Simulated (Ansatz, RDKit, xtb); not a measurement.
# Isomers of C2H7NSi, a sample narrowed down

A sample of isomers of C2H7NSi is drawn. Aim: find which of them has the lowest free energy at 298.15 K, then its properties. The sample is small against all isomers, and the most stable one of this formula need not be in it.

The funnel: GFN2-xTB relaxations, single points with a density functional, relaxations at B3LYP-D3(BJ)/def2-SVP, harmonic vibrations, and a last energy at a higher level. All values are calculated.

### Step 1. Candidates

Isomers were taken from a list of plausible structures; this is a sample, not all of them. That gives 3 candidates.

```tsv
label	SMILES	spin
c206	C=C(N)[SiH3]	singlet
c533	N/C=C\[SiH3]	singlet
c843	N/C=C/[SiH3]	singlet
```

Candidates are built by distance geometry, with a force field where one applies, in up to four conformers (letters a to d).

### Step 2. Cheap relaxation of all starts

All 3 starts are relaxed the same way. One of them, c206a (taken from a list of positional isomers, embedded by distance geometry and MMFF94), in full:

Input file start.xyz:

```xyz
11
c206a
C     -2.663658     0.222792    -0.286274
C     -1.321540     0.101686    -0.358520
N     -0.504000     0.811756     0.502923
Si    -0.454831    -1.086847    -1.623189
H     -3.153273     0.877649     0.390632
H     -3.320155    -0.337361    -0.921977
H     -0.979842     1.143822     1.335676
H      0.428596     0.353127     0.728473
H      0.856579    -1.408453    -1.115664
H     -1.341470    -2.301327    -1.768923
H     -0.357762    -0.401284    -2.933177
```

Run with:

```console
$ xtb start.xyz --gfn 2 --opt
```

Output (excerpt; [...] marks lines left out):

```text
* xtb version 6.7.1
[...]
          :  # basis functions                  29          :
[...]
          :  # electrons                        24          :
[...]
          :  Hamiltonian                  GFN2-xTB          :
[...]
          :  net charge                          0          :
          :  unpaired electrons                  0          :
[...]
   *** convergence criteria satisfied after 12 iterations ***
[...]
   *** GEOMETRY OPTIMIZATION CONVERGED AFTER 31 ITERATIONS ***
[...]
   *** convergence criteria satisfied after 3 iterations ***
[...]
         ::                     SUMMARY                     ::
         :::::::::::::::::::::::::::::::::::::::::::::::::::::
         :: total energy             -12.455960137251 Eh    ::
         :: gradient norm              0.000159825143 Eh/a0 ::
         :: HOMO-LUMO gap              3.847713499581 eV    ::
         ::.................................................::
         :: SCC energy               -12.636934191940 Eh    ::
         :: -> isotropic ES            0.021419951868 Eh    ::
         :: -> anisotropic ES          0.006225952548 Eh    ::
         :: -> anisotropic XC          0.009103655260 Eh    ::
         :: -> dispersion             -0.006207203448 Eh    ::
         :: repulsion energy           0.180974054689 Eh    ::
         :: add. restraining           0.000000000000 Eh    ::
         :: total charge              -0.000000000000 e     ::
         :::::::::::::::::::::::::::::::::::::::::::::::::::::
[...]
        12        2.0000           -0.3491015              -9.4995 (HOMO)
        13                         -0.2077006              -5.6518 (LUMO)
[...]
     #   Z          covCN         q      C6AA      α(0)
     1   6 C        2.860    -0.133    31.396     9.184
     2   6 C        2.766    -0.035    28.856     8.797
     3   7 N        2.655    -0.291    27.496     7.788
     4  14 Si       3.664     0.439    98.907    19.061
     5   1 H        0.926     0.014     2.820     2.626
     6   1 H        0.926     0.015     2.808     2.620
     7   1 H        0.860     0.149     1.408     1.859
     8   1 H        0.860     0.143     1.449     1.886
     9   1 H        0.916    -0.108     5.851     3.783
    10   1 H        0.919    -0.100     5.561     3.688
    11   1 H        0.918    -0.094     5.361     3.621
[...]
     #   Z sym  total        # sym  WBO       # sym  WBO       # sym  WBO
 ---------------------------------------------------------------------------
     1   6 C    3.977 --     2 C    1.829     6 H    0.982     5 H    0.971
                             3 N    0.134
     2   6 C    3.946 --     1 C    1.829     3 N    1.152     4 Si   0.884
     3   7 N    3.219 --     2 C    1.152     8 H    0.964     7 H    0.954
                             1 C    0.134
     4  14 Si   3.633 --    10 H    0.897    11 H    0.897     9 H    0.895
                             2 C    0.884
     5   1 H    1.000 --     1 C    0.971
     6   1 H    1.000 --     1 C    0.982
     7   1 H    0.978 --     3 N    0.954
     8   1 H    0.980 --     3 N    0.964
     9   1 H    0.988 --     4 Si   0.895
    10   1 H    0.990 --     4 Si   0.897
[...]
molecular dipole:
                 x           y           z       tot (Debye)
 q only:        0.442      -0.068       0.064
   full:        0.342      -0.000       0.416       1.369
molecular quadrupole (traceless):
[...]
          | TOTAL ENERGY              -12.455960137251 Eh   |
          | GRADIENT NORM               0.000159825143 Eh/α |
          | HOMO-LUMO GAP               3.847713499581 eV   |
           -------------------------------------------------
[...]
```

Wall time 0.17 s (2 threads of Intel Xeon Platinum 8375C at 2.90GHz (Ice Lake), shared host).

### Step 3. The minima found

3 of the 3 relaxations converged. 3 distinct structures remain:

```tsv
label	start	SMILES after	spin	energy (kcal/mol)
c843a	drawn	N/C=C/[SiH3]	singlet	0.0
c533a	drawn	N/C=C\[SiH3]	singlet	0.4
c206a	drawn	C=C(N)[SiH3]	singlet	2.8
```

### Step 4. Second filter: single points

A choice of the minima (the low ones first, few conformers of a pattern, up to a cap) and the lowest that fell apart get a single point at r2SCAN-D4/def2-SVP on the tight-binding geometry, and one at HF/STO-3G for comparison. The lowest singlets are also tried as triplets at the same geometry (label ending in t). The first, c843a:

Input file input.yaml:

```yaml
basis:
  gaussian: {orbitals: def2-SVP}
crystal:
  periodic: [false, false, false]
  atoms:
    - symbol: C
      position_ang: [-1.770375, 0.285104, 0.020408]
    - symbol: C
      position_ang: [-1.021785, -0.062041, -1.029009]
    - symbol: N
      position_ang: [-2.587846, 1.391324, 0.083814]
    - symbol: Si
      position_ang: [0.173629, -1.490346, -1.045547]
    - symbol: H
      position_ang: [-3.360366, 1.359166, 0.728254]
    - symbol: H
      position_ang: [-2.797500, 1.830746, -0.799643]
    - symbol: H
      position_ang: [-1.722752, -0.274495, 0.945003]
    - symbol: H
      position_ang: [-1.110604, 0.541185, -1.925762]
    - symbol: H
      position_ang: [1.548161, -1.020419, -1.257804]
    - symbol: H
      position_ang: [0.100674, -2.207417, 0.230072]
    - symbol: H
      position_ang: [-0.165746, -2.412425, -2.137346]
hamiltonian: {xc: {name: r2SCAN}, dispersion: d4}
scf: {lower_state_search: off}
output: {orbitals: {seedname: orbitals}}
```

Run with:

```console
$ ansatz run input.yaml --threads 2 --pin off --max-ram 5220MiB --events-out events.jsonl --progress --plain --runs-dir runs
```

Output (excerpt; [...] marks lines left out):

```text
Warning: RAYON_NUM_THREADS=2 ignored (pool sized by the plan → 2); use --threads N
Functional definition: r2SCAN
  name "r2SCAN"
[...]
1090 factors; their error is unknown
[...]
mean field -11546.93687383 eV, -424.3421033184 hartree, gradient 4.4e-6 eV, S^2 0.000000; 0 other end points of the search recorded, 0 dependent functions left out
reference -11546.93688419 eV, -424.3421036991 hartree; 20, 20 occupied and 75, 75 virtual orbitals, 1090 factors
Total energy: -11546.98560052 eV, -424.3438939913 hartree
Checks for a lower state left out: stability, starts, cluster_reference, orbital_swaps, neighbouring_geometries, increment
```

Wall time 1.1 s (2 threads of Intel Xeon Platinum 8375C at 2.90GHz (Ice Lake), shared host); peak memory 0.12 GiB.

Relative energies in kcal/mol, each column from its lowest structure that stays in one piece:

```tsv
label	SMILES	spin	GFN2-xTB	HF/STO-3G	r2SCAN-D4/def2-SVP
c843a	N/C=C/[SiH3]	singlet	0.0	0.0	0.0
c533a	N/C=C\[SiH3]	singlet	0.4	1.4	0.8
c206a	C=C(N)[SiH3]	singlet	2.8	1.4	5.3
c206at	C=C(N)[SiH3]	triplet	–	–	89.1
c843at	N/C=C/[SiH3]	triplet	–	–	90.5
```

### Step 5. Relaxing the best candidates

3 candidates are relaxed at B3LYP-D3(BJ)/def2-SVP (chosen among the lowest in one piece). The first, c843a:

Input file input.yaml:

```yaml
crystal:
  periodic: [false, false, false]
  atoms:
    - {symbol: C, position_ang: [-1.770375, 0.285104, 0.020408]}
    - {symbol: C, position_ang: [-1.021785, -0.062041, -1.029009]}
    - {symbol: "N", position_ang: [-2.587846, 1.391324, 0.083814]}
    - {symbol: Si, position_ang: [0.173629, -1.490346, -1.045547]}
    - {symbol: H, position_ang: [-3.360366, 1.359166, 0.728254]}
    - {symbol: H, position_ang: [-2.797500, 1.830746, -0.799643]}
    - {symbol: H, position_ang: [-1.722752, -0.274495, 0.945003]}
    - {symbol: H, position_ang: [-1.110604, 0.541185, -1.925762]}
    - {symbol: H, position_ang: [1.548161, -1.020419, -1.257804]}
    - {symbol: H, position_ang: [0.100674, -2.207417, 0.230072]}
    - {symbol: H, position_ang: [-0.165746, -2.412425, -2.137346]}
basis:
  gaussian:
    orbitals: def2-SVP
hamiltonian:
  xc: {name: B3LYP}
  dispersion: d3bj
scf:
  lower_state_search: "off"
relax:
  f_tol: 0.003
```

Run with:

```console
$ ansatz run input.yaml --threads 2 --pin off --max-ram 5220MiB --events-out events.jsonl --progress --plain --runs-dir runs
```

Output (excerpt; [...] marks lines left out):

```text
Warning: RAYON_NUM_THREADS=2 ignored (pool sized by the plan → 2); use --threads N
[...]
Functional definition: B3LYP
  name "B3LYP"
[...]
1049 factors; integrals over basis functions are off by at most 5.4e-4 eV
[...]
mean field -11550.61947713 eV, -424.4774364935 hartree, gradient 3.0e-6 eV, S^2 0.000000; 0 other end points of the search recorded, 0 dependent functions left out
[...]
reference -11550.61974018 eV, -424.4774461604 hartree; 20, 20 occupied and 75, 75 virtual orbitals, 1049 factors
relax step   1: F+E_penalty+E_count = -11550.98639803 eV  Δ(F+E_penalty+E_count) = +0.000e0 eV  max|allowed force component| = 7.665e-1 eV/Å  Δτ_max = 0.0000 Å  (14 SCF iters, accepted)
[...]
relax step   7: F+E_penalty+E_count = -11551.04538959 eV  Δ(F+E_penalty+E_count) = -5.959e-5 eV  max|allowed force component| = 5.716e-3 eV/Å  Δτ_max = 0.0041 Å  (13 SCF iters, accepted)
[...]
Atom 2 at    -2.618214     1.368550     0.090167 Å, force    -0.000155    -0.000695    -0.001149 eV/Å
Atom 3 at     0.165303    -1.475466    -1.052741 Å, force    -0.000488     0.000711    -0.000301 eV/Å
Atom 4 at    -3.338988     1.350045     0.799722 Å, force     0.000003    -0.000353     0.000127 eV/Å
Atom 5 at    -2.858359     1.875806    -0.753829 Å, force    -0.000269     0.000706    -0.000247 eV/Å
Atom 6 at    -1.721722    -0.304003     0.904905 Å, force     0.000494     0.000285    -0.000525 eV/Å
Atom 7 at    -1.081076     0.578450    -1.981786 Å, force     0.000848     0.000363    -0.000527 eV/Å
Atom 8 at     1.592134    -1.067850    -1.253435 Å, force    -0.000876    -0.000085     0.000094 eV/Å
Atom 9 at     0.057532    -2.158057     0.273983 Å, force     0.000257    -0.000420     0.000216 eV/Å
Atom 10 at    -0.136040    -2.479028    -2.122289 Å, force     0.000246    -0.000256    -0.000112 eV/Å
Dipole moment:    -0.555947     0.361467     0.156156 e Å
Checks for a lower state left out: stability, starts, cluster_reference, orbital_swaps, neighbouring_geometries, increment
```

Wall time 12 s (2 threads of Intel Xeon Platinum 8375C at 2.90GHz (Ice Lake), shared host); peak memory 0.18 GiB.

Energy change by step (eV): 0.0000, -0.0491, -0.0545, -0.0570, -0.0583, -0.0589, -0.0590, -0.0590.

After the run. Bond lengths: C1–C2 1.354 Å, C1–N3 1.372 Å, C2–Si4 1.850 Å, N3–H5 1.012 Å, N3–H6 1.014 Å, C1–H7 1.097 Å, C2–H8 1.099 Å, Si4–H9 1.497 Å, Si4–H10 1.496 Å, Si4–H11 1.497 Å. Some angles: C1–C2–Si4 122.6°, C2–C1–N3 127.1°, C1–C2–H8 117.8°, Si4–C2–H8 119.6°, C2–C1–H7 119.8°, N3–C1–H7 113.0°, C1–N3–H5 118.6°, C1–N3–H6 118.3°, C2–Si4–H9 112.9°, C2–Si4–H10 108.7°.

### Step 6. After refinement

```tsv
label	spin	r2SCAN-D4/def2-SVP (kcal/mol)	B3LYP-D3(BJ)/def2-SVP, relaxed (kcal/mol)	time
c843a	singlet	0.0	0.0	12 s
c533a	singlet	0.8	0.6	26 s
c206a	singlet	5.3	4.8	19 s
```

c843a: Bond lengths: C1–C2 1.354 Å, C1–N3 1.372 Å, C2–Si4 1.850 Å, N3–H5 1.012 Å, N3–H6 1.014 Å, C1–H7 1.097 Å, C2–H8 1.099 Å, Si4–H9 1.497 Å, Si4–H10 1.496 Å, Si4–H11 1.497 Å. Some angles: C1–C2–Si4 122.6°, C2–C1–N3 127.1°, C1–C2–H8 117.8°, Si4–C2–H8 119.6°, C2–C1–H7 119.8°, N3–C1–H7 113.0°, C1–N3–H5 118.6°, C1–N3–H6 118.3°, C2–Si4–H9 112.9°, C2–Si4–H10 108.7°.

c533a: Bond lengths: C1–C2 1.356 Å, C1–N3 1.374 Å, C2–Si4 1.854 Å, N3–H5 1.015 Å, N3–H6 1.012 Å, C1–H7 1.098 Å, C2–H8 1.095 Å, Si4–H9 1.497 Å, Si4–H10 1.500 Å, Si4–H11 1.494 Å. Some angles: C1–C2–Si4 126.4°, C2–C1–N3 127.8°, C1–C2–H8 115.6°, Si4–C2–H8 118.0°, C2–C1–H7 119.4°, N3–C1–H7 112.7°, C1–N3–H5 118.2°, C1–N3–H6 117.8°, C2–Si4–H9 113.7°, C2–Si4–H10 110.1°.

c206a: Bond lengths: C1–C2 1.350 Å, C2–N3 1.393 Å, C2–Si4 1.887 Å, C1–H5 1.097 Å, C1–H6 1.091 Å, N3–H7 1.017 Å, N3–H8 1.015 Å, Si4–H9 1.496 Å, Si4–H10 1.488 Å, Si4–H11 1.493 Å. Some angles: C1–C2–N3 124.0°, C1–C2–Si4 119.7°, N3–C2–Si4 116.0°, C2–C1–H5 121.8°, C2–C1–H6 121.2°, C2–N3–H7 116.0°, C2–N3–H8 116.5°, C2–Si4–H9 109.1°, C2–Si4–H10 109.6°, C2–Si4–H11 111.2°.

(Part 1 of 2 ends here.)
